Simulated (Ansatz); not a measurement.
A run of Ansatz 0.2.0 is set up as follows.

File input.yaml:

```yaml
crystal:
  lattice:
    - [1.5170411163, 0.8758640969, 4.933893193]
    - [-1.5170411163, 0.8758640969, 4.933893193]
    - [0.0, -1.7517281937, 4.933893193]
  atoms:
    - { symbol: W, position: [0.0, 0.0, 0.0] }
    - { symbol: V, position: [0.5, 0.5, 0.5], spin: 2.0 }
    - { symbol: C, position: [0.246494, 0.246494, 0.246494] }
    - { symbol: C, position: [0.753506, 0.753506, 0.753506] }
hamiltonian:
  xc: lda
  pseudopotentials: { kind: paw }
magnetization:
  spin_polarized: true
kpoints:
  mp_grid: { grid: [10, 10, 10] }
  band_path:
    path:
      - [[0.0, 0.0, 0.0], [0.5, 0.0, 0.0], [0.5, 0.1876755371, -0.1876755371]]
      - [[0.8123244629, 0.5, 0.1876755371], [0.5, 0.5, 0.5], [0.0, 0.0, 0.0], [0.3438377685, 0.0, -0.3438377685]]
      - [[0.6561622315, 0.3438377685, 0.0], [0.5, 0.5, 0.0], [0.6561622315, 0.6561622315, 0.1876755371], [0.5, 0.5, 0.5]]
      - [[0.5, 0.0, 0.0], [0.8123244629, 0.3438377685, 0.3438377685]]
    npoints: 14
scf:
  occupations: { method: fermi_dirac, width: 0.05 }
  n_extra_bands: 10
output:
  forces: true
  stress: true
  eigenvalues: true
  fatbands: true
  write_density: true
  write_potential: true
  elf: true
  volumetric_format: npy
```

Potentials or basis: Ansatz PAW.

Run with:

```sh
$ ansatz run input.yaml --threads 2 --pin off --max-ram 5632MiB --backend cpu --events-out ev --progress --plain --runs-dir out
```

Task: Predict the net moment.

Result: 0.00 μB per cell.

Task: What does it give for the largest force?

Result: 0.141 eV/Å.

Forces in eV/Å, atoms in the order of the input:
```
W    0.000  0.000  0.000
V    0.000  0.000  0.000
C    0.000  0.000  0.141
C    0.000  0.000 -0.141
```

Caveat: spin-orbit coupling is left out, which moves the levels of the heavy elements; the PAW data sets come from PBE, with cores solved anew for the run's functional, which leaves a small shift of forces and pressure; the starting moments weren't kept.
